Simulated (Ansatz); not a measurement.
Working through a table of relaxed lattice constants and trends of a series on the perovskite structure: NaTcO3, NaTcS3, NaTcTe3

Program: Ansatz 0.2.0 through its Python package.

Notebook, run cell by cell (the value of a cell's last expression is shown):

**Cell 1**
```python
import csv

import ansatz as az
import matplotlib.pyplot as plt
import numpy as np
```

**Cell 2**
```python
def perovskite(first, second, third, a):
    return (
        az.Lattice.cubic(a)
        .space_group(221)
        .atom(first, (0, 0, 0))
        .atom(second, (0.5, 0.5, 0.5))
        .atom(third, (0.5, 0.5, 0))
    )
```

**Cell 3**
```python
def compute(name, crystal):
    calc = (
        crystal.calculation()
        .functional('r2scan')
        .basis(620)
        .kpoints(spacing=0.33)
        .occupations('cold', width=0.1)
        .stress()
        .band_table()
    )
    calc = calc.relax(force_tolerance=0.01, cell=True)
    return calc.run(threads=1)

def relaxed_twice(name, crystal):
    # the second pass draws mesh and plane waves anew for the relaxed cell
    first = compute(name, crystal)
    again = az.Crystal(lattice=az.Lattice.of(first.lattice.cell_ang))
    for site in first.report['lattice']['sites']:
        again = again.atom(site['symbol'], site['position_frac'])
    return compute(name, again)
```

**Cell 4**
```python
def volume_per_atom(outcome):
    return abs(np.linalg.det(outcome.lattice.cell_ang)) / len(outcome.lattice.sites)
```

**Cell 5**
```python
phases = {}
phases['NaTcO3'] = perovskite('Na', 'Tc', 'O', 3.82)
phases['NaTcS3'] = perovskite('Na', 'Tc', 'S', 4.15)
phases['NaTcTe3'] = perovskite('Na', 'Tc', 'Te', 4.41)
```

**Cell 6**
```python
done = {name: relaxed_twice(name, crystal) for name, crystal in phases.items()}
```

**Cell 7**
```python
rows = [(name, float(np.linalg.norm(o.lattice.cell_ang[0])), volume_per_atom(o)) for name, o in done.items()]
with open('series.csv', 'w', newline='') as handle:
    writer = csv.writer(handle)
    writer.writerow(['compound', 'a (A)', 'V (A^3/atom)'])
    writer.writerows([round(v, 4) if isinstance(v, float) else v for v in row] for row in rows)
print(open('series.csv').read())
plt.figure(figsize=(4.5, 3))
plt.bar([row[0] for row in rows], [row[1] for row in rows])
plt.ylabel('a (A)')
plt.tight_layout()
plt.savefig('series.png', dpi=100)
```
Output:
```text
compound,a (A),V (A^3/atom)
NaTcO3,3.82,11.1486
NaTcS3,4.6769,20.4604
NaTcTe3,5.327,30.2322
```

From smallest to largest: NaTcO3 (11.15 Å³), NaTcS3 (20.46 Å³) and NaTcTe3 (30.23 Å³). The largest is 171 % above the smallest.

What to keep in mind:
- Spin is left out of this run.
- For the metals among these phases the mesh is modest: differences between phases can be off by up to 40 meV an atom.
- The cells are built on a prototype by substitution; a member may or may not take this structure in nature.
- Timing: 3.7 min on 1 thread of Arm Neoverse V1, on a shared host, peak memory 1 GiB.

(Lines on the test bed's own set-up are left out of the output.)
